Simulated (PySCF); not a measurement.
# Yb(NH2)3: forces at shaken geometries

How stiff is Yb(NH2)3? Its atoms are displaced at random by several amounts. The structure is generated, not taken from experiment.

The runs use PySCF 2.14.0; BP86, Yb lcecp-1-SVP with ECP59, N def2-SVP, H def2-SVP; scalar-relativistic core potentials, no spin–orbit coupling.

5 further runs of the same task are left out: 2 for a known fault of the program, 3 that didn't finish.

## (1) The system as given

10 atoms, charge 0, spin multiplicity 1.

Bond lengths: Yb1–N2 2.139 Å, Yb1–N5 2.141 Å, Yb1–N8 2.140 Å, N2–H3 1.031 Å, N2–H4 1.031 Å, N5–H6 1.031 Å, N5–H7 1.031 Å, N8–H9 1.031 Å, N8–H10 1.031 Å. Angles: N2–Yb1–N5 120.4°, N2–Yb1–N8 119.5°, N5–Yb1–N8 120.1°, Yb1–N2–H3 128.3°, Yb1–N2–H4 126.6°, H3–N2–H4 105.1°, Yb1–N5–H6 127.2°, Yb1–N5–H7 127.8°, H6–N5–H7 105.0°, Yb1–N8–H9 127.6°, Yb1–N8–H10 127.4°, H9–N8–H10 105.0°.

Geometry (Å):

```
Yb   -0.0039    0.0105   -0.0376
N     2.1262    0.0040   -0.2354
H     2.7696    0.8092   -0.2423
H     2.7325   -0.8249   -0.3235
N    -1.0634    1.8539    0.2163
H    -2.0776    1.9758    0.3564
H    -0.6745    2.8082    0.2417
N    -1.0638   -1.8483   -0.0032
H    -2.0780   -1.9921    0.1112
H    -0.6671   -2.7961   -0.0835
```

Formal oxidation states: Yb +3. Each metal's 13 4f electrons lie in its core potential, so multiplicities, spins and levels count the valence alone. An earlier session relaxed this geometry at BP86, Yb lcecp-1-SVP with ECP59, N def2-SVP, H def2-SVP (singlet, point group Cs).

Its energy there is -207.308344 Eh.

## (2) Atoms moved at random, σ = 0.06 Å

Input file run.py (the lines that set the calculation):

```python
mol = gto.M(atom='''
Yb    -0.01269    -0.11112    -0.12431
N      2.12330     0.00923    -0.16664
H      2.81495     0.85152    -0.18821
H      2.71789    -0.80210    -0.28635
N     -1.04671     1.85286     0.12669
H     -2.10851     1.92262     0.36024
H     -0.70188     2.85296     0.25574
N     -1.05572    -1.82122    -0.03408
H     -2.06961    -2.02089     0.10418
H     -0.66100    -2.73386    -0.04726''',
    basis={'Yb': 'lcecp-1-SVP', 'N': 'def2-SVP', 'H': 'def2-SVP'},
    ecp={'Yb': 'lcecp-1-SVP'},
    charge=0, spin=0)
mf = dft.RKS(mol, xc='B88,P86')
mf.grids.atom_grid = (50, 194)  # f atoms: unpruned, at least (60, 302)
mf = mf.density_fit()  # fitting sets: Yb AutoAux, N def2-universal-JKFIT, H def2-universal-JKFIT
mf.conv_tol = 1e-08; mf.max_cycle = 55
mf.kernel(dm0)  # dm0: the density of the relaxed state
```

On the command line:

```sh
$ OMP_NUM_THREADS=2 python run.py
```

What it wrote:

```text
init E= -207.265920997464
  HOMO = -0.200712612022496  LUMO = -0.0826151608631402  gap/eV = 3.21360
cycle= 1 E= -207.284524743557  delta_E= -0.0186  |g|= 0.139  |ddm|= 0.425
  HOMO = -0.131554352518977  LUMO = -0.0670343921164083  gap/eV = 1.75568
cycle= 2 E= -207.257168463163  delta_E= 0.0274  |g|= 0.359  |ddm|= 0.476
  HOMO = -0.167118374847858  LUMO = -0.0660076169237822  gap/eV = 2.75136
cycle= 3 E= -207.290177849659  delta_E= -0.033  |g|= 0.0352  |ddm|= 0.315
  HOMO = -0.167226383363086  LUMO = -0.0676296672208991  gap/eV = 2.71016
cycle= 4 E= -207.290451638494  delta_E= -0.000274  |g|= 0.0166  |ddm|= 0.053
  HOMO = -0.16835216591736  LUMO = -0.067539751810342  gap/eV = 2.74325
cycle= 5 E= -207.290514780037  delta_E= -6.31e-05  |g|= 0.00405  |ddm|= 0.0154
  HOMO = -0.168374754623789  LUMO = -0.0674691432675285  gap/eV = 2.74578
cycle= 6 E= -207.290518581117  delta_E= -3.8e-06  |g|= 0.00112  |ddm|= 0.00437
  HOMO = -0.168472942232011  LUMO = -0.0675397391846175  gap/eV = 2.74653
cycle= 7 E= -207.290518830848  delta_E= -2.5e-07  |g|= 0.000604  |ddm|= 0.00148
  HOMO = -0.1684872970634  LUMO = -0.0675519856172766  gap/eV = 2.74659
cycle= 8 E= -207.290518917011  delta_E= -8.62e-08  |g|= 9.08e-05  |ddm|= 0.000495
  HOMO = -0.168492392227744  LUMO = -0.0675455865542851  gap/eV = 2.74690
cycle= 9 E= -207.290518919589  delta_E= -2.58e-09  |g|= 2.4e-05  |ddm|= 0.000139
  HOMO = -0.168501344737985  LUMO = -0.0675497675135226  gap/eV = 2.74703
Extra cycle  E= -207.290518919274  delta_E= 3.16e-10  |g|= 4.41e-05  |ddm|= 6.54e-05
converged SCF energy = -207.290518919274
```

It took 5.3 s on 2 threads of Arm Neoverse V1, shared host.

It gives: E = -207.290519 Eh (+0.485 eV from the relaxed state), HOMO -4.59 eV, LUMO -1.84 eV, Mulliken charge on Yb1 +0.68 e, largest force component 4.040 eV/Å. 

| atom | Fx | Fy | Fz (eV/Å) |
| --- | --- | --- | --- |
| Yb1 | 0.827 | 4.040 | 0.030 |
| N2 | 0.860 | 1.766 | -0.107 |
| H3 | -1.406 | -1.538 | 0.089 |
| H4 | 0.626 | -0.648 | -0.037 |
| N5 | -1.160 | 0.237 | 0.552 |
| H6 | 1.840 | -0.106 | -0.452 |
| H7 | -0.322 | -1.284 | -0.206 |
| N8 | -2.426 | -1.059 | 0.260 |
| H9 | 0.357 | 0.261 | -0.074 |
| H10 | 0.805 | -1.670 | -0.056 |

## (3) Atoms moved at random, σ = 0.03 Å

Input file run.py (the lines that set the calculation):

```python
mol = gto.M(atom='''
Yb     0.00677     0.03112    -0.04261
N      2.15234    -0.03183    -0.18330
H      2.79791     0.82472    -0.19954
H      2.73173    -0.83766    -0.32650
N     -1.03719     1.87657     0.21767
H     -2.07808     1.92820     0.32047
H     -0.73359     2.82749     0.23511
N     -1.08785    -1.83311    -0.04703
H     -2.07852    -2.02319     0.09177
H     -0.67353    -2.76230    -0.06604''',
    basis={'Yb': 'lcecp-1-SVP', 'N': 'def2-SVP', 'H': 'def2-SVP'},
    ecp={'Yb': 'lcecp-1-SVP'},
    charge=0, spin=0)
mf = dft.RKS(mol, xc='B88,P86')
mf.grids.atom_grid = (50, 194)  # f atoms: unpruned, at least (60, 302)
mf = mf.density_fit()  # fitting sets: Yb AutoAux, N def2-universal-JKFIT, H def2-universal-JKFIT
mf.conv_tol = 1e-08; mf.max_cycle = 55
mf.kernel(dm0)  # dm0: the density of the relaxed state
```

On the command line:

```sh
$ OMP_NUM_THREADS=2 python run.py
```

What it wrote:

```text
init E= -207.303193112354
  HOMO = -0.180276112220797  LUMO = -0.0691896662687164  gap/eV = 3.02282
cycle= 1 E= -207.30427173635  delta_E= -0.00108  |g|= 0.0346  |ddm|= 0.189
  HOMO = -0.176630378941201  LUMO = -0.0683583425288656  gap/eV = 2.94623
cycle= 2 E= -207.303760237123  delta_E= 0.000511  |g|= 0.0577  |ddm|= 0.0863
  HOMO = -0.179729185360418  LUMO = -0.0683331740086821  gap/eV = 3.03124
cycle= 3 E= -207.304528273724  delta_E= -0.000768  |g|= 0.0175  |ddm|= 0.0595
  HOMO = -0.179617947669043  LUMO = -0.0684422470194139  gap/eV = 3.02524
cycle= 4 E= -207.30460022438  delta_E= -7.2e-05  |g|= 0.00104  |ddm|= 0.0156
  HOMO = -0.179616544755599  LUMO = -0.0684237654194355  gap/eV = 3.02571
cycle= 5 E= -207.304600479577  delta_E= -2.55e-07  |g|= 0.000344  |ddm|= 0.00156
  HOMO = -0.179629477621728  LUMO = -0.0684312556388473  gap/eV = 3.02586
cycle= 6 E= -207.304600492502  delta_E= -1.29e-08  |g|= 0.00026  |ddm|= 0.000501
  HOMO = -0.179626561352954  LUMO = -0.0684329269512798  gap/eV = 3.02573
cycle= 7 E= -207.304600508235  delta_E= -1.57e-08  |g|= 2.24e-05  |ddm|= 0.000218
  HOMO = -0.179625719075184  LUMO = -0.0684319677082428  gap/eV = 3.02574
cycle= 8 E= -207.304600508371  delta_E= -1.36e-10  |g|= 7.48e-06  |ddm|= 2.97e-05
  HOMO = -0.179627429638632  LUMO = -0.068432851084955  gap/eV = 3.02576
Extra cycle  E= -207.304600508327  delta_E= 4.39e-11  |g|= 1.53e-05  |ddm|= 2.03e-05
converged SCF energy = -207.304600508327
```

It took 5 s on 2 threads of Arm Neoverse V1, shared host.

It gives: E = -207.304601 Eh (+0.102 eV from the relaxed state), HOMO -4.89 eV, LUMO -1.86 eV, Mulliken charge on Yb1 +0.70 e, largest force component 2.228 eV/Å. 

| atom | Fx | Fy | Fz (eV/Å) |
| --- | --- | --- | --- |
| Yb1 | 0.028 | -0.356 | -0.001 |
| N2 | -0.186 | 2.228 | 0.094 |
| H3 | -0.819 | -1.304 | 0.036 |
| H4 | 0.837 | -0.897 | -0.143 |
| N5 | -1.084 | -1.266 | -0.012 |
| H6 | 0.577 | -0.052 | -0.043 |
| H7 | 0.487 | 1.362 | 0.047 |
| N8 | 0.337 | 0.725 | 0.062 |
| H9 | -0.566 | 0.071 | 0.034 |
| H10 | 0.388 | -0.511 | -0.073 |

## (4) Atoms moved at random, σ = 0.06 Å

Input file run.py (the lines that set the calculation):

```python
mol = gto.M(atom='''
Yb    -0.02318    -0.06570    -0.02294
N      2.08597    -0.07440    -0.18121
H      2.84797     0.87117    -0.16732
H      2.81270    -0.75048    -0.33033
N     -1.04081     1.91733     0.34206
H     -2.05050     1.98857     0.25359
H     -0.77728     2.90198     0.11565
N     -1.05338    -1.85059    -0.10396
H     -2.19722    -2.09597     0.15269
H     -0.60427    -2.84191    -0.05823''',
    basis={'Yb': 'lcecp-1-SVP', 'N': 'def2-SVP', 'H': 'def2-SVP'},
    ecp={'Yb': 'lcecp-1-SVP'},
    charge=0, spin=0)
mf = dft.RKS(mol, xc='B88,P86')
mf.grids.atom_grid = (50, 194)  # f atoms: unpruned, at least (60, 302)
mf = mf.density_fit()  # fitting sets: Yb AutoAux, N def2-universal-JKFIT, H def2-universal-JKFIT
mf.conv_tol = 1e-08; mf.max_cycle = 55
mf.kernel(dm0)  # dm0: the density of the relaxed state
```

On the command line:

```sh
$ OMP_NUM_THREADS=2 python run.py
```

What it wrote:

```text
init E= -207.136003545154
  HOMO = -0.241445995325894  LUMO = -0.117779292018792  gap/eV = 3.36514
cycle= 1 E= -207.247190525514  delta_E= -0.111  |g|= 0.246  |ddm|= 0.65
  HOMO = -0.131767350488488  LUMO = -0.0735792672736277  gap/eV = 1.58338
cycle= 2 E= -207.173056662063  delta_E= 0.0741  |g|= 0.595  |ddm|= 0.73
  HOMO = -0.17293403851618  LUMO = -0.0682388851614188  gap/eV = 2.84890
cycle= 3 E= -207.262412119769  delta_E= -0.0894  |g|= 0.0611  |ddm|= 0.534
  HOMO = -0.167740502097718  LUMO = -0.0699604836841594  gap/eV = 2.66073
cycle= 4 E= -207.263277701336  delta_E= -0.000866  |g|= 0.0231  |ddm|= 0.0736
  HOMO = -0.170448467495278  LUMO = -0.0705378637120706  gap/eV = 2.71871
cycle= 5 E= -207.263382828194  delta_E= -0.000105  |g|= 0.00947  |ddm|= 0.0243
  HOMO = -0.170122378711634  LUMO = -0.0709596856716068  gap/eV = 2.69835
cycle= 6 E= -207.263403912417  delta_E= -2.11e-05  |g|= 0.00178  |ddm|= 0.0091
  HOMO = -0.170235632619271  LUMO = -0.0708900515909558  gap/eV = 2.70333
cycle= 7 E= -207.263404843724  delta_E= -9.31e-07  |g|= 0.000471  |ddm|= 0.00264
  HOMO = -0.170301528159353  LUMO = -0.070947177323303  gap/eV = 2.70357
cycle= 8 E= -207.263404899318  delta_E= -5.56e-08  |g|= 0.000126  |ddm|= 0.000622
  HOMO = -0.17031252041539  LUMO = -0.0709468697118698  gap/eV = 2.70388
cycle= 9 E= -207.263404904186  delta_E= -4.87e-09  |g|= 1.61e-05  |ddm|= 0.000158
  HOMO = -0.170316427649805  LUMO = -0.0709504118332038  gap/eV = 2.70389
Extra cycle  E= -207.263404904029  delta_E= 1.57e-10  |g|= 3.07e-05  |ddm|= 4.45e-05
converged SCF energy = -207.263404904029
```

It took 5.2 s on 2 threads of Arm Neoverse V1, shared host.

It gives: E = -207.263405 Eh (+1.223 eV from the relaxed state), HOMO -4.63 eV, LUMO -1.93 eV, Mulliken charge on Yb1 +0.71 e, largest force component 3.924 eV/Å. 

| atom | Fx | Fy | Fz (eV/Å) |
| --- | --- | --- | --- |
| Yb1 | 0.034 | 2.521 | 0.312 |
| N2 | 2.509 | 3.924 | 0.084 |
| H3 | -2.968 | -2.813 | 0.041 |
| H4 | 0.623 | -1.297 | -0.178 |
| N5 | 0.940 | -0.449 | -0.686 |
| H6 | -0.877 | -0.225 | 0.153 |
| H7 | 0.341 | -0.541 | 0.257 |
| N8 | -3.606 | -3.616 | 1.157 |
| H9 | 3.821 | 0.844 | -0.955 |
| H10 | -0.817 | 1.651 | -0.185 |

## (5) The displacements side by side

| σ (Å) | energy rise (eV) | harmonic estimate −½ F·u (eV) | largest force component (eV/Å) |
| --- | --- | --- | --- |
| 0.06 | 0.485 | 0.493 | 4.04 |
| 0.03 | 0.102 | 0.099 | 2.23 |
| 0.06 | 1.223 | 1.078 | 3.92 |

Every displacement raises the energy. For a harmonic well the rise equals −½ F·u; the two differ by at most 12 % here (a move with σ = 0.06 Å), from anharmonicity, the grid and the small forces left at the relaxed point. These are double-zeta-type bases without diffuse functions. Spin–orbit coupling is left out.
